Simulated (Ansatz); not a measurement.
# ZrC: the cost of one run

Method: DFT PBEsol, scalar-relativistic, plane waves, PAW, in Ansatz 0.2.0.

3 further runs of the same task are left out: 3 set aside as unsound or not needed.

## (1) The starting structure

It takes space group Fm-3m (No. 225, cubic). Conventional cell: a = 4.629 Å, b = 4.629 Å, c = 4.629 Å, α = 90.00°, β = 90.00°, γ = 90.00°. Around Na (site symmetry m-3m) lie 6 F at 2.31 Å. F (site symmetry m-3m) is surrounded by 6 Na at 2.31 Å.

Coordinates:

```cif
data_structure
_symmetry_space_group_name_H-M 'Fm-3m'
_symmetry_Int_Tables_number 225
_cell_length_a 4.6292
_cell_length_b 4.6292
_cell_length_c 4.6292
_cell_angle_alpha 90.000
_cell_angle_beta 90.000
_cell_angle_gamma 90.000
_cell_volume 99.20
loop_
_atom_site_label
_atom_site_type_symbol
_atom_site_symmetry_multiplicity
_atom_site_Wyckoff_symbol
_atom_site_fract_x
_atom_site_fract_y
_atom_site_fract_z
_atom_site_occupancy
Na1 Na 4 a 0.00000 0.00000 0.00000 1
F1 F 4 b 0.50000 0.00000 0.00000 1
```

It is the result of an earlier relaxation at this level (volume 12.40 Å³/atom; gap on the mesh: 6.20 eV).

## (2) The film's bulk: ZrC

Relaxed beforehand at this level: -2188.5863 eV/atom, gap on the mesh none (metal).

```cif
data_structure
_symmetry_space_group_name_H-M 'P 1'
_symmetry_Int_Tables_number 1
_cell_length_a 3.3015
_cell_length_b 3.3015
_cell_length_c 3.3015
_cell_angle_alpha 60.000
_cell_angle_beta 60.000
_cell_angle_gamma 60.000
_cell_volume 25.45
loop_
_atom_site_label
_atom_site_type_symbol
_atom_site_fract_x
_atom_site_fract_y
_atom_site_fract_z
_atom_site_occupancy
Zr1 Zr 0.00000 0.00000 0.00000 1
C1 C 0.50000 0.50000 0.50000 1
```

## (3) The film's bulk on the base's lattice

The (100) plane of ZrC is fitted to the (100) plane of NaF, a strain of -0.9 % along x and -0.9 % along y; the third vector and the atoms relax.

Contents of input.yaml:

```yaml
crystal:
  lattice:
    - [3.273371384, 0.0, 0.0]
    - [0.0, 3.273371384, 0.0]
    - [1.636685692, 1.636685692, 2.3586522721]
  atoms:
    - { symbol: Zr, position: [0.0, 0.0, 0.0] }
    - { symbol: C, position: [0.5, 0.5, 0.0] }
basis:
  ecutwfc: 420
kpoints:
  mp_grid: { grid: [11, 11, 15] }
hamiltonian:
  xc: pbesol
scf:
  occupations: { method: gaussian, width: 0.1 }
output:
  forces: true
  stress: true
  eigenvalues: true
relax:
  adjacent_minimum: "off"
  f_tol: 0.01
  max_steps: 50
  cell: { fix: [a, b, gamma], stress_tol: 0.1 }
```

The run is started by

```console
$ ansatz run input.yaml --threads 2 --pin off --max-ram 6144MiB --backend cpu --events-out ev --progress --plain --runs-dir out
```

Q: Estimate wall time and peak memory on 2 threads of an Arm CPU, shared host.

About 22 s, with a peak of 0.46 GiB.
